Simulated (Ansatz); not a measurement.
# CH3IPb (Pb(CH3)(I)): the cost of one run

Program: Ansatz 0.2.0. Level of theory: DFT PBE, plane waves, PAW, molecule in a box with 9 Å of vacuum. These are calculated values, not measurements.

3 further runs of the same task are left out: 2 for a known fault of the program, 1 that didn't finish.

### 1 The starting structure

6 atoms, charge 0, spin multiplicity 1.

Bond lengths: Pb1–C2 2.330 Å, Pb1–I6 2.874 Å, C2–H3 1.109 Å, C2–H4 1.110 Å, C2–H5 1.110 Å. Angles: C2–Pb1–I6 94.9°, Pb1–C2–H3 111.0°, Pb1–C2–H4 109.0°, Pb1–C2–H5 109.0°, H3–C2–H4 109.8°, H3–C2–H5 109.8°, H4–C2–H5 108.1°.

Coordinates:

```xyz
6
charge 0, multiplicity 1
Pb    1.04746    0.00000   -0.98914
C     2.86154    0.00000    0.47365
H     3.82108    0.00000   -0.08324
H     2.80350    0.89838    1.12261
H     2.80350   -0.89838    1.12261
I    -0.93955    0.00000    1.08693
```

Formal oxidation states: Pb +2. An earlier session relaxed this geometry at BP86, Pb def2-SVP with ECP60, C def2-SVP, H def2-SVP, I def2-SVP with ECP28 (singlet, point group Cs).

### 2 Scalar-relativistic

Input file input.yaml:

```yaml
crystal:
  lattice:
    - [13.76, 0.0, 0.0]
    - [0.0, 10.8, 0.0]
    - [0.0, 0.0, 11.11]
  atoms:
    - { symbol: Pb, position: [0.47143968, 0.49985, 0.4050405] }
    - { symbol: C, position: [0.60327689, 0.49985, 0.53670477] }
    - { symbol: H, position: [0.6730109, 0.49985, 0.48657966] }
    - { symbol: H, position: [0.59905887, 0.58303333, 0.59511701] }
    - { symbol: H, position: [0.59905887, 0.41666667, 0.59511701] }
    - { symbol: I, position: [0.32703488, 0.49985, 0.59190549] }
basis:
  ecutwfc: 420
  ecutrho_ratio: 4
kpoints:
  mp_grid: { grid: [1, 1, 1] }
hamiltonian:
  xc: pbe
scf:
  occupations: { method: gaussian, width: 0.01 }
output:
  forces: true
  eigenvalues: true
  populations: true
```

The run is started by

```bash
> ansatz run input.yaml --threads 2 --pin off --max-ram 5120MiB --backend cpu --events-out ev --progress --plain --runs-dir out
```

**Question.** How long does this run take on 2 threads of Arm Neoverse V2, shared host, and how much memory does it need?

About 3.6 s, with a peak of 0.93 GiB.
